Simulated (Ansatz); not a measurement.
**Molecular dynamics of Si**

Input:

```yaml
crystal:
  lattice:
    - [0.0, 5.519032, 5.519032]
    - [5.519032, 0.0, 5.519032]
    - [5.519032, 5.519032, 0.0]
  atoms:
    - { symbol: Si, position: [-0.0289969, 0.02688755, -0.0007076] }
    - { symbol: Si, position: [0.16632631, 0.14335752, 0.08117951] }
    - { symbol: Si, position: [0.09110255, -0.0201579, 0.43884406] }
    - { symbol: Si, position: [0.16091884, 0.09078542, 0.6361999] }
    - { symbol: Si, position: [-0.01242366, 0.52379728, -0.01520035] }
    - { symbol: Si, position: [0.11787996, 0.661964, 0.10928112] }
    - { symbol: Si, position: [0.02732458, 0.47218866, 0.50710274] }
    - { symbol: Si, position: [0.1333416, 0.64481439, 0.62294033] }
    - { symbol: Si, position: [0.58123577, 0.04109508, -0.07613082] }
    - { symbol: Si, position: [0.61167847, 0.17419275, 0.12302948] }
    - { symbol: Si, position: [0.53861416, 0.01813152, 0.47216106] }
    - { symbol: Si, position: [0.74640414, 0.14624208, 0.54633407] }
    - { symbol: Si, position: [0.44609933, 0.57576572, 0.03685529] }
    - { symbol: Si, position: [0.60470014, 0.69887765, 0.10136082] }
    - { symbol: Si, position: [0.5349464, 0.53192856, 0.51593798] }
    - { symbol: Si, position: [0.64298173, 0.59765565, 0.67804159] }
basis:
  ecutwfc: 420.0
kpoints:
  mp_grid: { grid: [2, 2, 2] }
hamiltonian:
  xc: lda
scf:
  occupations: { method: fermi_dirac, width: 0.36 }
  lower_state_search: "off"
md:
  timestep: 2.25
  n_steps: 120
  ensemble: nve
  temperature: 2520.0
  initial_velocities: maxwell_boltzmann
  seed: 915508
```

Launched with:

```bash
$ ansatz run input.yaml --threads 1 --pin off --max-ram 3072MiB --backend cpu --events-out ev --progress --plain --runs-dir out
```

It goes on from the last frame of an earlier run, with new velocities.

Output, in part (step lines):

```
md step     0: t =     0.00 fs  T =  2520.0 K  F+E_penalty+E_count = -9733.06844667 eV  E_kin = 4.886028 eV  conserved = -9728.18241871 eV  (8 SCF iters)
md step     1: t =     2.25 fs  T =  2647.6 K  F+E_penalty+E_count = -9733.31672684 eV  E_kin = 5.133405 eV  conserved = -9728.18332144 eV  (7 SCF iters)
md step     2: t =     4.50 fs  T =  2755.3 K  F+E_penalty+E_count = -9733.52703375 eV  E_kin = 5.342203 eV  conserved = -9728.18483058 eV  (7 SCF iters)
md step     3: t =     6.75 fs  T =  2832.7 K  F+E_penalty+E_count = -9733.67896116 eV  E_kin = 5.492366 eV  conserved = -9728.18659534 eV  (7 SCF iters)
md step     4: t =     9.00 fs  T =  2868.1 K  F+E_penalty+E_count = -9733.74907735 eV  E_kin = 5.560980 eV  conserved = -9728.18809736 eV  (7 SCF iters)
md step     5: t =    11.25 fs  T =  2851.8 K  F+E_penalty+E_count = -9733.71833527 eV  E_kin = 5.529427 eV  conserved = -9728.18890789 eV  (5 SCF iters)
md step     6: t =    13.50 fs  T =  2779.7 K  F+E_penalty+E_count = -9733.57835780 eV  E_kin = 5.389566 eV  conserved = -9728.18879159 eV  (4 SCF iters)
md step     7: t =    15.75 fs  T =  2654.8 K  F+E_penalty+E_count = -9733.33504207 eV  E_kin = 5.147405 eV  conserved = -9728.18763741 eV  (4 SCF iters)
[... lines left out ...]
md step   119: t =   267.75 fs  T =  1534.3 K  F+E_penalty+E_count = -9731.15503415 eV  E_kin = 2.974821 eV  conserved = -9728.18021342 eV  (4 SCF iters)
md step   120: t =   270.00 fs  T =  1564.2 K  F+E_penalty+E_count = -9731.21388348 eV  E_kin = 3.032924 eV  conserved = -9728.18095931 eV  (7 SCF iters)
```

The steps, from the saved trajectory:

| time (fs) | T (K) | potential energy less start (eV) | conserved less start (meV/atom) |
| --- | --- | --- | --- |
| 0.0 | 2520 | 0.000 | 0.00 |
| 9.0 | 2868 | -0.681 | -0.35 |
| 18.0 | 2488 | 0.058 | -0.18 |
| 27.0 | 1882 | 1.247 | 0.57 |
| 36.0 | 2179 | 0.662 | 0.03 |
| 45.0 | 2508 | 0.015 | -0.43 |
| 54.0 | 2115 | 0.791 | 0.41 |
| 63.0 | 2133 | 0.753 | 0.10 |
| 72.0 | 2256 | 0.513 | 0.02 |
| 81.0 | 2151 | 0.719 | 0.23 |
| 90.0 | 2044 | 0.923 | 0.01 |
| 99.0 | 1693 | 1.606 | 0.13 |
| 108.0 | 1365 | 2.247 | 0.44 |
| 117.0 | 1538 | 1.906 | 0.10 |
| 126.0 | 1739 | 1.516 | 0.12 |
| 135.0 | 1786 | 1.427 | 0.20 |
| 144.0 | 1737 | 1.519 | 0.10 |
| 153.0 | 1501 | 1.982 | 0.34 |
| 162.0 | 1410 | 2.157 | 0.26 |
| 171.0 | 1389 | 2.195 | 0.14 |
| 180.0 | 1297 | 2.377 | 0.34 |
| 189.0 | 1409 | 2.158 | 0.27 |
| 198.0 | 1594 | 1.798 | 0.16 |
| 207.0 | 1610 | 1.766 | 0.07 |
| 216.0 | 1330 | 2.311 | 0.28 |
| 225.0 | 1279 | 2.416 | 0.58 |
| 234.0 | 1817 | 1.362 | -0.06 |
| 243.0 | 1952 | 1.102 | 0.00 |
| 252.0 | 1675 | 1.642 | 0.20 |
| 261.0 | 1469 | 2.044 | 0.39 |
| 270.0 | 1564 | 1.855 | 0.09 |

The run went to its last step. The conserved energy stayed within 0.65 meV per atom of its start (net change 0.091 meV per atom), so the integration is sound. A run of 0.27 ps of so small a system gives no equilibrium averages. Limits of this set-up: coarse k mesh.

Mean squared displacements from the first frame to the last, about the centre of mass: Si 0.75 Å².

Last frame:

```xyz
16
Lattice="0.0000 5.5190 5.5190 5.5190 0.0000 5.5190 5.5190 5.5190 0.0000" Properties=species:S:1:pos:R:3
Si 0.251 -0.065 -0.457
Si 0.986 1.623 0.711
Si 3.277 2.619 -0.019
Si 4.561 3.950 1.415
Si 3.403 0.047 3.890
Si 3.736 2.184 4.023
Si 5.822 3.176 3.314
Si 7.148 4.223 5.043
Si -0.300 2.725 2.531
Si 1.246 3.984 3.853
Si 3.015 5.127 2.983
Si 4.193 6.627 4.236
Si 2.668 2.698 6.037
Si 3.620 4.261 7.380
Si 5.274 5.796 6.422
Si 6.870 6.985 7.634
```

Time of the run: 9.6 min on 1 thread of Intel(R) Xeon(R) Platinum 8259CL CPU @ 2.50GHz (Skylake/Cascade Lake) (shared host), peak memory 0.69 GiB.
